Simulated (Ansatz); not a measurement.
# K+ with SiH4: structure and interaction energy

An exercise on one series of results from a longer session: the logs are not shown, and one member is left open.

Program: Ansatz 0.2.0, Gaussian basis. Level of theory: PBE0-D4 structure, single points in def2-TZVPPD. These are calculated values, not measurements.

Levels: PBE-D4, revPBE-D4, BLYP-D4, r2SCAN-D4, B97M-V, PBE0-D4, B3LYP-D4, HSE06-D4, wB97X-V, wB97M-V, B2PLYP, Hartree-Fock, MP2, CCSD, CCSD(T). The reference is CCSD(T) extrapolated to the basis limit. For elements past Ar these valence bases correlate outer-core shells poorly and lack relativity, so that limit is rough.

Cores are frozen in the correlated methods. The outer core shell of Li, Na, Mg and K is correlated. B3LYP uses VWN-RPA correlation. B2PLYP carries no dispersion term here.

163 further runs of the same task are left out: 163 set aside as unsound or not needed.

## Where the work starts

The pair, from a GFN2-xTB docking trial: 6 atoms, charge 1, spin multiplicity 1.

Atoms are counted from 1 here; the program's logs count them from 0.

Bond lengths: K1–H6 2.910 Å, Si2–H3 1.452 Å, Si2–H4 1.459 Å, Si2–H5 1.454 Å, Si2–H6 1.583 Å. Angles: H3–Si2–H4 113.0°, H3–Si2–H5 113.4°, H3–Si2–H6 105.5°, H4–Si2–H5 113.6°, H4–Si2–H6 104.6°, H5–Si2–H6 105.6°, K1–H6–Si2 171.1°.

Coordinates:

```xyz
6

K     0.29130   -0.12360   -3.64790
Si   -0.06530    0.02310    0.81650
H    -1.45920   -0.27190    1.09840
H     0.83180   -1.07250    1.16850
H     0.36600    1.31580    1.32460
H     0.03550    0.12910   -0.76010
```

Atoms 1 to 1 are fragment A (K+), the rest fragment B (SiH4).

The first run:

Input file pre/in.yaml:

```yaml
crystal:
  periodic: [false, false, false]
  atoms:
    - {symbol: K, position_ang: [0.291300, -0.123600, -3.647900]}
    - {symbol: Si, position_ang: [-0.065300, 0.023100, 0.816500]}
    - {symbol: H, position_ang: [-1.459200, -0.271900, 1.098400]}
    - {symbol: H, position_ang: [0.831800, -1.072500, 1.168500]}
    - {symbol: H, position_ang: [0.366000, 1.315800, 1.324600]}
    - {symbol: H, position_ang: [0.035500, 0.129100, -0.760100]}
basis:
  gaussian: {orbitals: def2-SVP}
total_charge: 1
hamiltonian: {xc: pbe, dispersion: d4}
relax: {f_tol: 0.03, max_steps: 250}
```

Run with:

```bash
ansatz run in.yaml --threads 2 --pin off --events-out ev --progress --plain --max-ram 5222MiB
```

Steps of the session up to this table: A first relaxation in a small basis; Relaxation at PBE0-D4; wB97X-V/def2-TZVPPD; wB97M-V/def2-TZVPPD; B2PLYP/def2-TZVPPD; B97M-V/def2-TZVPPD; CCSD(T)/def2-TZVPPD; MP2/def2-QZVPPD; Vibrations of the pair.

One table of the session follows, with a row left open; its other results are not shown here.

```
      method  interaction (kJ/mol)
      PBE-D4                -27.90
   revPBE-D4                -30.99
     BLYP-D4                -33.04
   r2SCAN-D4                -21.46
      B97M-V                     ?
     PBE0-D4                -26.59
    B3LYP-D4                -31.24
    HSE06-D4                -26.59
     wB97X-V                -21.21
     wB97M-V                -21.68
      B2PLYP                -20.68
Hartree-Fock                -18.92
         MP2                -20.66
        CCSD                -20.25
     CCSD(T)                -20.37
 CCSD(T)/CBS                -21.19
```

Q: Estimate the row for B97M-V from the others.

**Answer.** interaction (kJ/mol): -22.90. In the column «interaction (kJ/mol)» it lies between HSE06-D4 (-26.59) and wB97M-V (-21.68).
